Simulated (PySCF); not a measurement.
# C16H8BO8: the cost of one run

Programs: PySCF 2.14.0, with routines of our own; each step states its level. All values are computed. Atoms count from 0.

## Step 1: The system as given

33 atoms, charge -1, multiplicity 1; geometry from: GFN2-xTB.

## Step 2: Electronic excitations: TDA PBE0/6-31G*

Job settings and geometry (Å):

```
{"job": {"kind": "uv", "basis": "6-31G*", "grid": 1, "kgrid": 0, "vcut": 0.3, "nstates": 3, "ntriplets": 2, "tda": true, "delta": [], "pop": false, "xc": "PBE0", "scf": {"aux": "def2-universal-jfit", "max_cycle": 56}}, "charge": -1, "multiplicity": 1}
O     -6.886896     1.010066    -1.143937
C     -5.715807     1.299836    -1.268972
C     -4.540593     0.665015    -0.695145
C     -3.304486     1.243853    -1.035236
C     -2.139382     0.704123    -0.542887
C     -2.168373    -0.440138     0.295952
C     -3.371577    -1.020670     0.634292
C     -4.565434    -0.471348     0.149619
C     -5.811976    -1.120516     0.563058
O     -5.869906    -2.120044     1.248340
O     -0.942142    -0.796258     0.648756
B     -0.003057     0.175353     0.005411
O     -0.891390     1.111506    -0.744287
O      0.848064     0.883300     1.011084
C      2.110503     0.615764     0.707100
C      3.258358     1.024844     1.348511
C      4.509142     0.617729     0.858043
C      5.671922     1.049088     1.622054
O      5.643436     1.782633     2.587565
C      4.584038    -0.193069    -0.301866
C      5.835960    -0.613681    -0.915383
O      5.934929    -1.337456    -1.883539
C      3.406444    -0.609897    -0.941591
C      2.185952    -0.216422    -0.441538
O      0.975218    -0.506276    -0.895192
H     -5.443907     2.167952    -1.907666
H     -3.268535     2.108920    -1.680195
H     -3.421213    -1.889154     1.272077
H     -6.732752    -0.633725     0.211738
H      3.224112     1.647173     2.229271
H      6.644644     0.648092     1.282071
H      6.755144    -0.214306    -0.448817
H      3.479399    -1.229620    -1.821540
```

Method: TDA PBE0/6-31G*, vertical, gas phase, core orbitals frozen in the response, virtual orbitals cut by energy.

Command:

```sh
$ OMP_NUM_THREADS=1 python large_run.py task.json out
```

The driver reads the jobs from task.json and runs them one after another.

**Question.** How long does this first job take on 1 thread of Arm Neoverse V2, shared host, and how much memory does it need?

About 36 s, with a peak of 0.57 GiB.
